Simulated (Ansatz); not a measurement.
# Li7ZnCl9: the cost of one run

Method: DFT PBE, scalar-relativistic, plane waves, PAW, in Ansatz 0.2.0.

**1. The structure to begin with**

The cell holds 17 atoms (Cl9Li7Zn): a = 7.351 Å, b = 7.231 Å, c = 6.890 Å, α = 87.43°, β = 85.61°, γ = 86.00°.

7 Li, 9 Cl, 1 Zn were thrown into a skewed cell at random, at 1.00 times a reference volume of the solid, and pushed apart as soft spheres.

The coordinates stand in the first input below.

**2. Dynamics at 1600 K**

The cutoff is lowered while the worst contacts of the packing are taken out. One k point, a Fermi-Dirac width of 0.138 eV and a fixed cell.

Input file input.yaml:

```yaml
crystal:
  lattice:
    - [7.341568, 0.251477, 0.270126]
    - [0.251477, 7.225443, 0.153762]
    - [0.270126, 0.153762, 6.883056]
  atoms:
    - { symbol: Li, position: [0.7825090872, 0.0704529448, 0.0662541036] }
    - { symbol: Li, position: [0.9175649756, 0.742345785, 0.594338629] }
    - { symbol: Li, position: [0.0763411697, 0.3510342359, 0.1464353854] }
    - { symbol: Li, position: [0.9570024836, 0.2665628374, 0.7964277271] }
    - { symbol: Li, position: [0.5238097648, 0.7502207376, 0.806898616] }
    - { symbol: Li, position: [0.9903906936, 0.7607163349, 0.9660509253] }
    - { symbol: Li, position: [0.6187549885, 0.6703593557, 0.3729739424] }
    - { symbol: Cl, position: [0.2174865122, 0.9098590076, 0.825396462] }
    - { symbol: Cl, position: [0.8609152842, 0.1760397095, 0.3774368789] }
    - { symbol: Cl, position: [0.2964163645, 0.556653948, 0.1200134653] }
    - { symbol: Cl, position: [0.5281621991, 0.844070003, 0.1077451572] }
    - { symbol: Cl, position: [0.1427507563, 0.4608280971, 0.5091019912] }
    - { symbol: Cl, position: [0.685822477, 0.4731274759, 0.7837679584] }
    - { symbol: Cl, position: [0.9105874605, 0.6912931918, 0.2844386549] }
    - { symbol: Cl, position: [0.5058411827, 0.2221339514, 0.2009869796] }
    - { symbol: Cl, position: [0.6430212905, 0.0353764115, 0.7590819456] }
    - { symbol: Zn, position: [0.3484345689, 0.081424151, 0.6058618554] }
  symmetry: { detect: false }
basis:
  ecutwfc: 320
  xc_grid: 1
kpoints:
  mp_grid: { grid: [1, 1, 1], shift: [0.0, 0.0, 0.0] }
hamiltonian:
  xc: pbe
scf:
  occupations: { method: fermi_dirac, width: 0.1379 }
  lower_state_search: "off"
  convergence: { dr2_threshold: 1.0e-05 }
output:
  forces: true
  stress: true
md:
  timestep: 1.5
  n_steps: 24
  ensemble: nvt_langevin
  friction: 0.03
  temperature: 1600.0
  initial_velocities: maxwell_boltzmann
  seed: 24318
```

Launch:

```sh
> ansatz run input.yaml --threads 2 --pin off --max-ram 5120MiB --backend cpu --events-out ev --progress --plain --runs-dir out
```

Q: Estimate wall time and peak memory on 2 threads of Arm Neoverse V1, shared host.

About 23 s, with a peak of 0.37 GiB.
